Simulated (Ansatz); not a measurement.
**Mg: energy and pressure over a range of volumes**

One table from this session's results is given with a row withheld; the runs are named, their logs left out.

Program: Ansatz 0.2.0. Level of theory: DFT PBEsol, scalar-relativistic. These are calculated values, not measurements.

## The system as given

The structure is hexagonal, space group P6_3/mmc (No. 194). Conventional cell: a = 3.209 Å, b = 3.209 Å, c = 5.210 Å, α = 90.00°, β = 90.00°, γ = 120.00°. Mg (site symmetry -6m2) has 12 Mg at 3.20 to 3.21 Å as nearest neighbours.

Coordinates:

```cif
data_structure
_symmetry_space_group_name_H-M 'P6_3/mmc'
_symmetry_Int_Tables_number 194
_cell_length_a 3.2093
_cell_length_b 3.2093
_cell_length_c 5.2103
_cell_angle_alpha 90.000
_cell_angle_beta 90.000
_cell_angle_gamma 120.000
_cell_volume 46.47
loop_
_atom_site_label
_atom_site_type_symbol
_atom_site_symmetry_multiplicity
_atom_site_Wyckoff_symbol
_atom_site_fract_x
_atom_site_fract_y
_atom_site_fract_z
_atom_site_occupancy
Mg1 Mg 2 c 0.33333 0.66667 0.25000 1
```

The file gives the conventional cell by its symmetry; the runs use the cell typed in the input.

Atoms are numbered in the order of the input: Mg1, Mg2.

The first run:

Input file input.yaml:

```yaml
crystal:
  lattice:
    - [3.1658976813, 0.0, 0.0]
    - [-1.5829488406, 2.7417478178, 0.0]
    - [0.0, 0.0, 5.1399115029]
  atoms:
    - { symbol: Mg, position: [0.3333333333, 0.6666666667, 0.25] }
    - { symbol: Mg, position: [0.6666666667, 0.3333333333, 0.75] }
kpoints:
  mp_grid: { grid: [12, 12, 7] }
  band_path:
    path:
      - [0.0, 0.0, 0.0]
      - [0.5, 0.0, 0.0]
      - [0.3333333333, 0.3333333333, 0.0]
      - [0.0, 0.0, 0.0]
      - [0.0, 0.0, 0.5]
      - [0.5, 0.0, 0.5]
      - [0.3333333333, 0.3333333333, 0.5]
      - [0.0, 0.0, 0.5]
      - [0.5, 0.0, 0.5]
    npoints: 5
scf:
  occupations: { method: fermi_dirac, width: 0.08 }
hamiltonian:
  xc: pbesol
  pseudopotentials: { kind: all_electron, lapw: { basis_error: 0.0005 } }
output:
  forces: true
  stress: true
  eigenvalues: true
```

Run with:

```
$ ansatz run input.yaml --threads 1 --pin off --max-ram 3072MiB --backend cpu --events-out ev --progress --plain --runs-dir out
```

Steps of the session up to this table: Volume × 0.96, LAPW; Volume × 0.96, PAW; Volume × 0.96, crystal datasets; Volume × 0.99, LAPW; Volume × 0.99, PAW; Volume × 0.99, crystal datasets; Volume × 1.02, LAPW; Volume × 1.02, PAW; Volume × 1.02, crystal datasets; Volume × 1.06, LAPW; Volume × 1.06, PAW; Volume × 1.06, crystal datasets.

One table of the session follows, with a row left open; its other results are not shown here.

```
          method  volume (Å³/atom)  pressure (GPa)
            LAPW            22.307            0.32
            LAPW            23.005           -0.80
            LAPW            23.702           -1.76
            LAPW            24.631           -2.83
             PAW            22.307               ?
             PAW            23.005           -0.78
             PAW            23.702           -1.74
             PAW            24.631           -2.81
crystal datasets            22.307            0.32
crystal datasets            23.005           -0.80
crystal datasets            23.702           -1.76
crystal datasets            24.631           -2.83
```

Estimate the missing values for PAW, 22.307.

The run gave: pressure (GPa): 0.34. In the column «pressure (GPa)» it is the highest.

Caveats from the session: Shape and positions are held, so a fully relaxed modulus can be lower. Warnings in the runs' records: crystal datasets made.
